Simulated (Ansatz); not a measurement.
# CH5Cl2NSn: one species, many methods

Aim: compute CH5Cl2NSn with functionals from several rungs and with coupled cluster, and see how far each lands from CCSD(T) at the basis-set limit for the atomisation energy.

Computed with Ansatz 0.2.0, Gaussian basis. Level: functionals in def2-TZVPP, the program's frozen cores in correlated methods.

The runs, in order: LDA (SPW92), PBE-D4, revPBE-D4, BLYP-D4, r2SCAN-D4, B97M-V, PBE0-D4, B3LYP-D4, r2SCANh-D4, r2SCAN0-D4, HSE06-D4, BHLYP-D4, CAM-B3LYP-D4, LC-ωPBE, ωB97X-V, ωB97M-V, B2PLYP, PBE-QIDH; CCSD(T)/def2-SVP; CCSD(T)/def2-TZVPP; MP2/def2-QZVPP; extrapolation to the limit; RPA on PBE.

## (1) The relaxed structure

All runs share one geometry, relaxed beforehand with PBE0-D4 in a triple-zeta def2 set. Sn takes the def2 core potential; no spin-orbit term is included.

SMILES `C[NH][SnH]([Cl])[Cl]`, 10 atoms, charge 0, spin multiplicity 1.

Atoms are counted from 1 here; the program's logs count them from 0.

Bond lengths: C1–N2 1.456 Å, C1–H6 1.092 Å, C1–H7 1.097 Å, C1–H8 1.094 Å, N2–Sn3 1.996 Å, N2–H9 1.012 Å, Sn3–Cl4 2.312 Å, Sn3–Cl5 2.332 Å, Sn3–H10 1.694 Å. Angles: N2–C1–H6 109.5°, N2–C1–H7 114.3°, N2–C1–H8 109.5°, H6–C1–H7 107.9°, H6–C1–H8 107.1°, H7–C1–H8 108.3°, C1–N2–Sn3 119.3°, C1–N2–H9 111.7°, Sn3–N2–H9 112.4°, N2–Sn3–Cl4 105.1°, N2–Sn3–Cl5 111.8°, N2–Sn3–H10 114.1°, Cl4–Sn3–Cl5 104.9°, Cl4–Sn3–H10 111.4°, Cl5–Sn3–H10 109.1°.

## (2) LDA

This LDA is Slater exchange with PW92 correlation.

in.yaml

```yaml
crystal:
  periodic: [false, false, false]
  atoms:
    - {symbol: C, position_ang: [-0.820558, -0.722803, 1.006107]}
    - {symbol: N, position_ang: [0.537969, -0.355118, 0.631975]}
    - {symbol: Sn, position_ang: [0.847611, 0.627720, -1.077571]}
    - {symbol: Cl, position_ang: [-0.132596, -0.682383, -2.710968]}
    - {symbol: Cl, position_ang: [-0.323398, 2.642946, -1.139966]}
    - {symbol: H, position_ang: [-1.311621, -1.210688, 0.161577]}
    - {symbol: H, position_ang: [-1.446641, 0.121464, 1.319062]}
    - {symbol: H, position_ang: [-0.790258, -1.448422, 1.823711]}
    - {symbol: H, position_ang: [1.042427, 0.053033, 1.408235]}
    - {symbol: H, position_ang: [2.480065, 0.923052, -1.419163]}
basis:
  gaussian: {orbitals: def2-TZVPP}
hamiltonian: {xc: lda}
output: {orbitals: {seedname: orbitals}}
```

After this run come: PBE-D4 (GGA); revPBE-D4 (GGA); BLYP-D4 (GGA); r2SCAN-D4 (meta-GGA); B97M-V (meta-GGA); PBE0-D4 (hybrid); B3LYP-D4 (hybrid); r2SCANh-D4 (hybrid); r2SCAN0-D4 (hybrid); HSE06-D4 (hybrid); BHLYP-D4 (hybrid); CAM-B3LYP-D4 (range-separated); LC-ωPBE-D4 (range-separated); ωB97X-V (range-separated); ωB97M-V (range-separated); B2PLYP (double hybrid); PBE-QIDH (double hybrid); CCSD(T) in def2-SVP; CCSD(T) in def2-TZVPP; MP2 in def2-QZVPP; RPA on PBE orbitals.

**Question.** What will the summary of the whole plan be? Wanted: atomisation energy, CCSD(T)/CBS; farthest beyond LDA; mean size of error, GGA; mean size of error, meta-GGA; mean size of error, hybrid; mean size of error, range-separated; mean size of error, double hybrid; gap, smallest and largest; T1 diagnostic.

The runs gave:

```
                               quantity                                                                 value
        atomisation energy, CCSD(T)/CBS                                                             33.204 eV
    functionals within 0.332 eV (1.0 %)  r2SCAN-D4, B97M-V, PBE0-D4, HSE06-D4, CAM-B3LYP-D4, ωB97X-V, ωB97M-V
                    farthest beyond LDA                                                  BHLYP-D4 (-1.276 eV)
                mean size of error, GGA                                                              0.450 eV
           mean size of error, meta-GGA                                                              0.216 eV
             mean size of error, hybrid                                                              0.566 eV
    mean size of error, range-separated                                                              0.235 eV
      mean size of error, double hybrid                                                              0.665 eV
              gap, smallest and largest                             3.57 eV (LDA (SPW92)), 11.07 eV (LC-ωPBE)
                          T1 diagnostic                                                                0.0115
triples share of the correlation energy                                                                 3.7 %
```

LDA overbinds by 4.707 eV (14 %). PBE-D4 misses by +0.348 eV. Double hybrids carry the basis error of their MP2 part in triple zeta, and no dispersion term here, so their miss is partly the set-up's. The rungs meta-GGA, range-separated miss on average by less than the doubt on the reference (0.332 eV), so they tie. The reference freezes the cores and leaves out spin-orbit coupling and excitations past (T), and its outer-core shells are covered unevenly, so misses under about 0.332 eV can't be ranked. All levels share the lack of spin-orbit coupling, which lowers the free heavy atoms and so the true binding. Hartree-Fock recovers 69 % of the binding; the rest is correlation. CCSD(T) in def2-SVP is off by -2.687 eV, so the small basis spoils what the method gains. The gap grows from 3.6 to 11.1 eV across the functionals, mostly with the share of exact exchange. Correlated methods include outer-core shells of Sn, which these sets cover unevenly.
